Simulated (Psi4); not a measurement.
# UDSD-PBEP86/def2-TZVPP (core potential, density fitting for correlation) run of InHCl (SMILES [Cl][InH])

What is the vertical doublet–quartet gap of InHCl at UDSD-PBEP86/def2-TZVPP (core potential, density fitting for correlation)? 

The results are computed with Psi4 1.11.

6 further runs of the same task are left out: 4 that didn't finish, 2 set aside as unsound or not needed.

### 1 Starting point

InHCl has 3 atoms, charge 0, and is taken as a doublet. As SMILES, `[Cl][InH]`. The coordinates come from a PBE0-D4/def2-TZVP relaxation.

Bond lengths: Cl1–In2 2.365 Å, In2–H3 1.773 Å. Angles: Cl1–In2–H3 115.3°.

### 2 The energy at UDSD-PBEP86/def2-TZVPP (core potential, density fitting for correlation)

calc.dat

```
memory 2200 MB

molecule geom {
  0 2
  Cl    -1.649800     0.396800    -0.867400
  In     0.409500     0.542400     0.286100
  H      1.229400    -1.003900     0.568100
  symmetry c1
}

set basis def2-TZVPP
set reference uks
set puream true
set e_convergence 1e-09
set d_convergence 1e-08
set scf_type pk
set dft_radial_points 99
set dft_spherical_points 590
set num_frozen_docc 9
set maxiter 100

energy('dsd-pbep86')
print_variables()
```

Command:

```
psi4 calc.dat calc.out -n 1
```

calc.out:

```text
[...]
    !!!  WARNING: ECP capability is in beta. Please check occupations closely.  !!!
[...]
  Running in c1 symmetry.
[...]
  Nuclear repulsion =   88.717601164286492
[...]
  Multiplicity = 2
[...]
  Nalpha       = 20
  Nbeta        = 19
[...]
    Number of basis functions: 106
[...]
   @UKS iter   1:  -649.97041292881431   -1.07401e+00   4.22645e-03 ADIIS/DIIS
[...]
   @UKS iter  14:  -650.05073254876299   -3.18323e-12   5.57973e-09 DIIS
[...]
   @S^2 Observed:                7.639514854E-01
[...]
    Orbital Energies [Eh]
    ---------------------
    Alpha Occupied:
       1A   -103.639242     2A    -10.143969     3A     -7.709299
       4A     -7.706052     5A     -7.705965     6A     -5.166902
       7A     -3.477089     8A     -3.471737     9A     -3.468145
      10A     -0.994653    11A     -0.968761    12A     -0.966594
      13A     -0.963671    14A     -0.961163    15A     -0.927677
      16A     -0.524001    17A     -0.429197    18A     -0.397976
      19A     -0.396622    20A     -0.291393
    Alpha Virtual:
      21A     -0.027546    22A      0.035122    23A      0.073967
      24A      0.107001    25A      0.120941    26A      0.143134
[...]
  @UKS Final Energy:  -650.05073254876299
   => Energetics <=
    Nuclear Repulsion Energy =             88.7176011642864921
    One-Electron Energy =               -1148.1851875088152610
    Two-Electron Energy =                 422.3876359126786042
    DFT Exchange-Correlation Energy =     -12.9707821169126856
    Empirical Dispersion Energy =           0.0000000000000000
    VV10 Nonlocal Energy =                  0.0000000000000000
    Total Energy =                       -650.0507325487628805
[...]
 Multipole Moments:
 ------------------------------------------------------------------------------------
     Multipole            Electronic (a.u.)      Nuclear  (a.u.)        Total (a.u.)
 ------------------------------------------------------------------------------------
 L = 1.  Multiply by 2.5417464519 to convert [e a0] to [Debye]
 Dipole X            :         35.4867412          -34.3160511            1.1706901
 Dipole Y            :          4.6225992           -4.3716373            0.2509619
 Dipole Z            :          0.0000005            0.0000000            0.0000005
 Magnitude           :                                                    1.1972874
[...]
```

Run time: 17 s. Hardware: 1 thread of AMD EPYC 7R43 (Zen 3), shared host; peak memory 0.85 GiB.

### 3 The quartet

clhin.inp

```
memory 2.2 GB

molecule m {
  0 4
  Cl    -1.649800     0.396800    -0.867400
  In     0.409500     0.542400     0.286100
  H      1.229400    -1.003900     0.568100
  symmetry c1
}

set reference uks
set puream true
set e_convergence 1e-09
set d_convergence 1e-08
set scf_type pk
set dft_radial_points 99
set dft_spherical_points 590
set num_frozen_docc 9
set maxiter 100

e_tot = energy("dsd-pbep86/def2-TZVPP")
print_variables()
```

Command:

```
psi4 clhin.inp clhin.out -n 1
```

clhin.out:

```text
[...]
    !!!  WARNING: ECP capability is in beta. Please check occupations closely.  !!!
[...]
  Running in c1 symmetry.
[...]
  Nuclear repulsion =   88.717601164286492
[...]
  Multiplicity = 4
[...]
  Nalpha       = 21
  Nbeta        = 18
[...]
    Number of basis functions: 106
[...]
   @UKS iter   1:  -649.79370645832819   -8.97300e-01   4.03508e-03 ADIIS/DIIS
[...]
   @UKS iter  22:  -649.87550046539241   -1.64846e-11   7.16717e-09 DIIS
[...]
   @S^2 Observed:                3.771715449E+00
[...]
    Orbital Energies [Eh]
    ---------------------
    Alpha Occupied:
       1A   -103.683528     2A    -10.186917     3A     -7.757951
       4A     -7.748033     5A     -7.747811     6A     -5.171161
       7A     -3.480995     8A     -3.475254     9A     -3.472310
      10A     -1.024684    11A     -0.984610    12A     -0.966827
      13A     -0.966555    14A     -0.962684    15A     -0.950143
      16A     -0.625513    17A     -0.498616    18A     -0.435302
      19A     -0.434717    20A     -0.328740    21A     -0.204260
    Alpha Virtual:
      22A      0.019251    23A      0.055643    24A      0.097254
      25A      0.097319    26A      0.126167    27A      0.176748
[...]
  @UKS Final Energy:  -649.87550046539241
   => Energetics <=
    Nuclear Repulsion Energy =             88.7176011642864921
    One-Electron Energy =               -1147.2382203469342130
    Two-Electron Energy =                 421.6007952289274385
    DFT Exchange-Correlation Energy =     -12.9556765116721007
    Empirical Dispersion Energy =           0.0000000000000000
    VV10 Nonlocal Energy =                  0.0000000000000000
    Total Energy =                       -649.8755004653925198
[...]
 Multipole Moments:
 ------------------------------------------------------------------------------------
     Multipole            Electronic (a.u.)      Nuclear  (a.u.)        Total (a.u.)
 ------------------------------------------------------------------------------------
 L = 1.  Multiply by 2.5417464519 to convert [e a0] to [Debye]
 Dipole X            :         35.1892687          -34.3160511            0.8732176
 Dipole Y            :          3.9334493           -4.3716373           -0.4381880
 Dipole Z            :         -0.0000002            0.0000000           -0.0000002
 Magnitude           :                                                    0.9769942
[...]
```

Wall time 24 s (1 thread of AMD EPYC 7R43 (Zen 3), shared host); peak memory 0.84 GiB.

### 4 Summary of results

Level: UDSD-PBEP86/def2-TZVPP (core potential, density fitting for correlation), 9 core orbitals frozen.

| quantity | value |
| --- | --- |
| doublet: total energy | -650.28522 Eh |
| doublet: HOMO energy (SCF part's orbitals) (highest over α and β) | -7.93 eV |
| doublet: LUMO energy (SCF part's orbitals) (lowest over α and β) | -1.49 eV |
| doublet: ⟨S²⟩ | 0.764 |
| quartet: total energy | -650.10018 Eh |
| quartet: HOMO energy (SCF part's orbitals) (highest over α and β) | -5.56 eV |
| quartet: LUMO energy (SCF part's orbitals) (lowest over α and β) | -5.05 eV |
| quartet: ⟨S²⟩ | 3.772 |
| vertical energy of the quartet above the doublet | 5.035 eV |

In words: At this shape the quartet lies 5.03 eV (116 kcal/mol) above the doublet.
